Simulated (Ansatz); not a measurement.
Born–Oppenheimer molecular dynamics of a periodic cell of 24 atoms, TiSi₂ (start crystal TiSi2, start structure Fddd, volume 1.05 times the crystal's). It starts from a structure without forces on its atoms.

Computed with DFT PBEsol, scalar-relativistic, plane waves, PAW (Ansatz). Settings: accuracy low, PAW set soft_1, cutoff 420 eV, k mesh 3x2x2, fermi-dirac smearing 0.17 eV, no spin polarisation.

```json
{
 "ensemble": "NVT, Langevin thermostat",
 "time step": "2 fs",
 "steps asked": "150",
 "set temperature": "2000 K",
 "friction": "0.02 /fs",
 "seed": "849459"
}
```

Frames 2 fs apart, positions in Å, forces in eV/Å.

Velocities at 180 fs (Å/ps):

```
Ti -8.08 4.17 5.79
Ti -2.89 -3.38 -4.22
Si -5.04 9.29 2.36
Si 5.55 3.43 8.31
Si -12.25 0.53 9.02
Si -4.91 -5.99 4.56
Ti -3.71 -8.55 5.83
Ti -7.37 -0.16 8.61
Si 4.20 7.85 -5.73
Si -5.79 -3.82 4.74
Si 5.40 5.94 2.66
Si -3.13 -17.56 -10.34
Ti 0.93 1.20 -1.90
Ti 4.58 -3.65 3.81
Si 3.14 -8.04 -3.88
Si -4.02 -3.42 -5.09
Si -2.99 -0.49 6.28
Si 1.68 1.29 2.65
Ti 3.60 4.13 3.15
Ti 7.78 4.22 -6.29
Si 21.65 -13.13 -10.81
Si 17.70 6.94 8.28
Si 5.20 -3.77 -1.99
Si 4.40 2.24 7.86
```

```xyz
24
Lattice="4.8574 0.0000 0.0000 0.0000 8.3701 0.0000 0.0000 0.0000 8.6656" Properties=species:S:1:pos:R:3:forces:R:3 time_fs=180 energy_less_start_eV=5.040 T=1779
Ti 2.440 4.211 4.726 -0.37 -0.77 0.30
Ti 3.721 6.374 6.637 -1.50 -0.58 0.81
Si 2.574 6.927 4.431 -1.70 0.24 1.06
Si 2.258 1.479 4.392 -0.17 -0.41 -0.10
Si 1.250 0.625 2.217 -0.21 -0.08 1.16
Si 1.226 3.436 2.659 -0.28 -0.57 -0.69
Ti -0.101 -0.165 4.457 1.55 0.60 -0.54
Ti 1.414 2.164 6.720 -1.94 -0.49 -0.82
Si -0.305 2.583 4.835 0.77 0.35 -1.12
Si -0.093 5.378 4.611 1.87 0.49 1.06
Si 3.744 4.823 2.730 -0.63 -1.60 -2.94
Si 3.513 7.149 2.321 1.33 2.09 -0.27
Ti -0.010 3.978 0.436 1.49 0.43 -0.06
Ti 1.355 6.074 2.344 -1.30 -0.58 1.28
Si 0.217 7.139 0.554 -1.36 -1.15 -2.24
Si 0.277 1.048 0.040 -2.23 1.84 -0.21
Si 3.533 0.766 6.395 0.19 -0.63 1.63
Si 3.715 3.563 6.998 -0.51 -0.20 -1.25
Ti 2.470 -0.157 0.151 1.75 -0.38 -0.14
Ti 3.598 1.971 2.224 1.34 -0.06 1.55
Si 2.405 2.436 0.174 0.76 1.55 0.94
Si 2.670 5.368 0.116 -0.93 0.32 0.74
Si 1.165 5.165 6.791 0.50 -1.26 0.20
Si 0.977 7.601 6.779 1.59 0.83 -0.35
24
Lattice="4.8574 0.0000 0.0000 0.0000 8.3701 0.0000 0.0000 0.0000 8.6656" Properties=species:S:1:pos:R:3:forces:R:3 time_fs=182 energy_less_start_eV=5.055 T=1508
Ti 2.424 4.219 4.735 -0.19 -0.83 0.11
Ti 3.715 6.368 6.629 -1.35 -0.48 0.95
Si 2.563 6.945 4.438 -1.68 0.22 0.90
Si 2.265 1.484 4.408 -0.16 -0.43 -0.18
Si 1.226 0.626 2.235 -0.07 -0.06 0.95
Si 1.216 3.420 2.665 -0.23 -0.53 -0.68
Ti -0.107 -0.181 4.465 1.59 0.74 -0.48
Ti 1.399 2.166 6.736 -1.85 -0.45 -1.08
Si -0.297 2.600 4.823 0.75 0.28 -0.99
Si -0.101 5.369 4.617 1.93 0.53 1.14
Si 3.755 4.832 2.732 -0.73 -1.85 -2.90
Si 3.509 7.118 2.302 1.41 2.36 -0.06
Ti -0.009 3.978 0.434 1.64 0.37 0.02
Ti 1.365 6.067 2.352 -1.56 -0.60 1.20
Si 0.222 7.124 0.549 -1.24 -1.03 -2.19
Si 0.268 1.046 0.028 -2.12 1.74 0.03
Si 3.524 0.763 6.408 0.27 -0.61 1.54
Si 3.715 3.563 7.007 -0.55 -0.19 -1.43
Ti 2.475 -0.146 0.157 1.60 -0.59 -0.08
Ti 3.612 1.979 2.212 1.11 -0.09 1.71
Si 2.445 2.412 0.153 0.61 1.65 1.03
Si 2.702 5.383 0.131 -1.09 0.30 0.62
Si 1.175 5.156 6.788 0.43 -1.16 0.33
Si 0.985 7.604 6.795 1.48 0.71 -0.46
24
Lattice="4.8574 0.0000 0.0000 0.0000 8.3701 0.0000 0.0000 0.0000 8.6656" Properties=species:S:1:pos:R:3:forces:R:3 time_fs=184 energy_less_start_eV=5.071 T=1517
Ti 2.409 4.225 4.742 -0.03 -0.88 -0.04
Ti 3.707 6.362 6.623 -1.18 -0.38 1.04
Si 2.550 6.964 4.442 -1.64 0.18 0.79
Si 2.268 1.486 4.424 -0.13 -0.44 -0.25
Si 1.202 0.628 2.250 0.05 -0.07 0.76
Si 1.205 3.400 2.668 -0.18 -0.47 -0.65
Ti -0.112 -0.196 4.470 1.59 0.88 -0.37
Ti 1.381 2.170 6.750 -1.75 -0.42 -1.32
Si -0.294 2.618 4.811 0.73 0.20 -0.87
Si -0.106 5.362 4.621 1.92 0.54 1.18
Si 3.760 4.836 2.732 -0.76 -2.05 -2.81
Si 3.508 7.093 2.288 1.45 2.60 0.10
Ti -0.007 3.978 0.434 1.75 0.32 0.06
Ti 1.374 6.058 2.360 -1.78 -0.60 1.11
Si 0.225 7.105 0.545 -1.12 -0.86 -2.17
Si 0.256 1.050 0.015 -2.02 1.56 0.27
Si 3.513 0.759 6.426 0.36 -0.59 1.41
Si 3.709 3.556 7.022 -0.54 -0.12 -1.66
Ti 2.481 -0.132 0.162 1.42 -0.89 -0.03
Ti 3.626 1.985 2.201 0.88 -0.13 1.86
Si 2.481 2.386 0.131 0.48 1.79 1.15
Si 2.732 5.396 0.146 -1.22 0.28 0.52
Si 1.183 5.144 6.786 0.35 -1.05 0.45
Si 0.997 7.606 6.804 1.35 0.59 -0.53
24
Lattice="4.8574 0.0000 0.0000 0.0000 8.3701 0.0000 0.0000 0.0000 8.6656" Properties=species:S:1:pos:R:3:forces:R:3 time_fs=186 energy_less_start_eV=5.085 T=1584
Ti 2.393 4.231 4.751 0.15 -0.93 -0.19
Ti 3.695 6.354 6.620 -1.00 -0.26 1.13
Si 2.539 6.981 4.443 -1.61 0.15 0.74
Si 2.266 1.486 4.443 -0.07 -0.45 -0.32
Si 1.181 0.636 2.263 0.17 -0.10 0.61
Si 1.196 3.378 2.674 -0.15 -0.38 -0.63
Ti -0.117 -0.207 4.474 1.58 1.00 -0.25
Ti 1.362 2.174 6.760 -1.63 -0.40 -1.43
Si -0.294 2.637 4.801 0.71 0.13 -0.77
Si -0.105 5.365 4.626 1.82 0.51 1.09
Si 3.755 4.834 2.732 -0.68 -2.19 -2.64
Si 3.510 7.072 2.276 1.48 2.80 0.20
Ti -0.004 3.980 0.434 1.85 0.26 0.10
Ti 1.381 6.048 2.368 -1.95 -0.57 1.05
Si 0.232 7.083 0.539 -1.01 -0.70 -2.16
Si 0.245 1.051 0.011 -1.90 1.41 0.41
Si 3.505 0.757 6.450 0.45 -0.58 1.23
Si 3.703 3.547 7.038 -0.52 -0.01 -1.89
Ti 2.490 -0.113 0.166 1.19 -1.28 0.05
Ti 3.638 1.990 2.188 0.69 -0.16 2.05
Si 2.516 2.360 0.110 0.30 1.96 1.21
Si 2.761 5.406 0.166 -1.36 0.28 0.40
Si 1.188 5.130 6.784 0.27 -0.94 0.58
Si 1.012 7.606 6.808 1.20 0.48 -0.57
24
Lattice="4.8574 0.0000 0.0000 0.0000 8.3701 0.0000 0.0000 0.0000 8.6656" Properties=species:S:1:pos:R:3:forces:R:3 time_fs=188 energy_less_start_eV=5.087 T=1720
Ti 2.375 4.237 4.760 0.38 -1.00 -0.35
Ti 3.684 6.345 6.618 -0.80 -0.14 1.18
Si 2.526 6.993 4.444 -1.52 0.14 0.67
Si 2.260 1.488 4.466 0.05 -0.48 -0.41
Si 1.162 0.649 2.277 0.30 -0.16 0.47
Si 1.187 3.354 2.684 -0.12 -0.28 -0.65
Ti -0.117 -0.216 4.474 1.52 1.08 -0.09
Ti 1.344 2.179 6.768 -1.48 -0.41 -1.40
Si -0.290 2.656 4.792 0.64 0.05 -0.67
Si -0.100 5.367 4.630 1.65 0.48 0.91
Si 3.745 4.825 2.728 -0.56 -2.23 -2.38
Si 3.518 7.053 2.264 1.41 2.91 0.38
Ti -0.001 3.981 0.435 1.95 0.20 0.15
Ti 1.383 6.038 2.374 -2.01 -0.53 1.05
Si 0.242 7.060 0.534 -0.89 -0.55 -2.22
Si 0.236 1.047 0.013 -1.76 1.32 0.48
Si 3.501 0.752 6.478 0.53 -0.56 1.00
Si 3.700 3.537 7.051 -0.49 0.12 -2.11
Ti 2.506 -0.092 0.166 0.91 -1.72 0.19
Ti 3.649 1.998 2.176 0.52 -0.21 2.27
Si 2.553 2.340 0.095 0.08 2.14 1.18
Si 2.790 5.415 0.190 -1.49 0.28 0.26
Si 1.194 5.114 6.780 0.17 -0.81 0.75
Si 1.037 7.606 6.811 1.01 0.35 -0.63
24
Lattice="4.8574 0.0000 0.0000 0.0000 8.3701 0.0000 0.0000 0.0000 8.6656" Properties=species:S:1:pos:R:3:forces:R:3 time_fs=190 energy_less_start_eV=5.109 T=1587
Ti 2.361 4.242 4.767 0.60 -1.10 -0.53
Ti 3.674 6.336 6.619 -0.58 -0.05 1.19
Si 2.511 7.006 4.447 -1.41 0.13 0.58
Si 2.248 1.490 4.490 0.20 -0.51 -0.47
Si 1.147 0.666 2.293 0.43 -0.23 0.31
Si 1.177 3.329 2.694 -0.08 -0.14 -0.68
Ti -0.116 -0.225 4.472 1.45 1.14 0.10
Ti 1.330 2.186 6.777 -1.33 -0.46 -1.31
Si -0.280 2.667 4.784 0.52 0.02 -0.59
Si -0.094 5.365 4.631 1.45 0.47 0.76
Si 3.732 4.814 2.721 -0.44 -2.22 -2.12
Si 3.533 7.040 2.252 1.24 2.95 0.61
Ti 0.002 3.981 0.437 2.01 0.17 0.14
Ti 1.383 6.030 2.376 -1.95 -0.48 1.12
Si 0.250 7.038 0.534 -0.75 -0.41 -2.37
Si 0.229 1.037 0.019 -1.60 1.28 0.49
Si 3.502 0.747 6.508 0.59 -0.51 0.74
Si 3.694 3.525 7.061 -0.42 0.29 -2.30
Ti 2.526 -0.071 0.165 0.60 -2.15 0.37
Ti 3.659 2.007 2.165 0.40 -0.28 2.53
Si 2.590 2.325 0.084 -0.17 2.30 1.10
Si 2.811 5.425 0.216 -1.55 0.25 0.10
Si 1.204 5.099 6.772 0.03 -0.68 0.93
Si 1.069 7.607 6.817 0.78 0.22 -0.71
24
Lattice="4.8574 0.0000 0.0000 0.0000 8.3701 0.0000 0.0000 0.0000 8.6656" Properties=species:S:1:pos:R:3:forces:R:3 time_fs=192 energy_less_start_eV=5.171 T=1627
Ti 2.347 4.246 4.772 0.81 -1.20 -0.74
Ti 3.663 6.331 6.621 -0.40 -0.01 1.18
Si 2.494 7.019 4.449 -1.27 0.11 0.51
Si 2.233 1.492 4.511 0.36 -0.54 -0.51
Si 1.131 0.687 2.312 0.55 -0.33 0.14
Si 1.161 3.304 2.703 0.00 0.03 -0.69
Ti -0.114 -0.233 4.467 1.36 1.17 0.28
Ti 1.318 2.190 6.783 -1.23 -0.51 -1.18
Si -0.265 2.671 4.774 0.36 0.02 -0.51
Si -0.088 5.365 4.632 1.25 0.44 0.62
Si 3.717 4.805 2.711 -0.33 -2.20 -1.83
Si 3.554 7.031 2.241 0.96 2.95 0.89
Ti 0.002 3.980 0.442 2.01 0.16 0.04
Ti 1.379 6.023 2.375 -1.83 -0.40 1.21
Si 0.252 7.019 0.532 -0.56 -0.31 -2.54
Si 0.225 1.025 0.032 -1.43 1.30 0.43
Si 3.509 0.742 6.536 0.63 -0.45 0.47
Si 3.686 3.512 7.064 -0.30 0.50 -2.44
Ti 2.548 -0.051 0.162 0.25 -2.58 0.59
Ti 3.662 2.021 2.152 0.32 -0.37 2.80
Si 2.622 2.314 0.073 -0.41 2.45 1.02
Si 2.826 5.439 0.243 -1.58 0.20 -0.09
Si 1.212 5.087 6.763 -0.11 -0.56 1.11
Si 1.097 7.607 6.823 0.59 0.12 -0.78
24
Lattice="4.8574 0.0000 0.0000 0.0000 8.3701 0.0000 0.0000 0.0000 8.6656" Properties=species:S:1:pos:R:3:forces:R:3 time_fs=194 energy_less_start_eV=5.242 T=1525
Ti 2.333 4.253 4.775 1.03 -1.34 -0.94
Ti 3.656 6.327 6.626 -0.30 -0.01 1.13
Si 2.478 7.029 4.448 -1.10 0.10 0.47
Si 2.212 1.494 4.529 0.56 -0.57 -0.55
Si 1.120 0.709 2.334 0.65 -0.43 -0.03
Si 1.143 3.279 2.712 0.10 0.24 -0.73
Ti -0.108 -0.236 4.460 1.22 1.15 0.46
Ti 1.308 2.190 6.784 -1.16 -0.53 -1.00
Si -0.249 2.678 4.760 0.17 0.00 -0.40
Si -0.083 5.362 4.637 1.04 0.45 0.42
Si 3.704 4.796 2.699 -0.22 -2.07 -1.54
Si 3.581 7.031 2.228 0.61 2.86 1.22
Ti 0.003 3.978 0.449 1.97 0.14 -0.13
Ti 1.375 6.016 2.371 -1.65 -0.28 1.31
Si 0.251 7.003 0.524 -0.34 -0.24 -2.71
Si 0.224 1.016 0.050 -1.28 1.33 0.33
Si 3.513 0.734 6.560 0.67 -0.37 0.20
Si 3.676 3.498 7.061 -0.15 0.70 -2.51
Ti 2.570 -0.031 0.156 -0.08 -2.96 0.82
Ti 3.662 2.039 2.142 0.25 -0.49 3.02
Si 2.647 2.310 0.061 -0.60 2.56 0.96
Si 2.842 5.455 0.271 -1.61 0.14 -0.28
Si 1.218 5.074 6.754 -0.23 -0.44 1.30
Si 1.118 7.604 6.827 0.45 0.07 -0.82
24
Lattice="4.8574 0.0000 0.0000 0.0000 8.3701 0.0000 0.0000 0.0000 8.6656" Properties=species:S:1:pos:R:3:forces:R:3 time_fs=196 energy_less_start_eV=5.263 T=1615
Ti 2.318 4.262 4.777 1.28 -1.50 -1.14
Ti 3.650 6.321 6.632 -0.21 0.01 1.10
Si 2.467 7.039 4.450 -0.97 0.07 0.41
Si 2.187 1.495 4.540 0.79 -0.59 -0.53
Si 1.112 0.728 2.357 0.71 -0.55 -0.25
Si 1.131 3.254 2.720 0.21 0.48 -0.82
Ti -0.097 -0.240 4.454 1.06 1.15 0.62
Ti 1.297 2.191 6.783 -1.08 -0.56 -0.81
Si -0.227 2.690 4.741 -0.05 -0.03 -0.24
Si -0.075 5.359 4.645 0.79 0.45 0.15
Si 3.686 4.785 2.682 -0.07 -1.81 -1.22
Si 3.610 7.043 2.220 0.28 2.66 1.53
Ti 0.009 3.978 0.455 1.86 0.14 -0.32
Ti 1.371 6.009 2.365 -1.51 -0.14 1.41
Si 0.247 6.990 0.512 -0.13 -0.20 -2.84
Si 0.221 1.011 0.068 -1.10 1.32 0.24
Si 3.510 0.726 6.580 0.75 -0.29 -0.08
Si 3.668 3.487 7.051 0.02 0.89 -2.55
Ti 2.591 -0.015 0.151 -0.42 -3.19 1.01
Ti 3.663 2.059 2.135 0.18 -0.63 3.17
Si 2.672 2.315 0.050 -0.78 2.52 0.93
Si 2.854 5.471 0.296 -1.60 0.08 -0.44
Si 1.227 5.061 6.748 -0.36 -0.33 1.49
Si 1.133 7.599 6.826 0.36 0.05 -0.81
```

Of the whole run (300 fs, mean temperature of the second half 1671 K): The mean temperature of the second half is 16 % below the set value. A run of 0.3 ps of so small a system gives no equilibrium averages. Limits of this set-up: coarse k mesh, PAW files made for another functional, low accuracy level.

Time of the run: 27 min on 2 threads of Arm Neoverse V1 (shared host), peak memory 1.1 GiB.
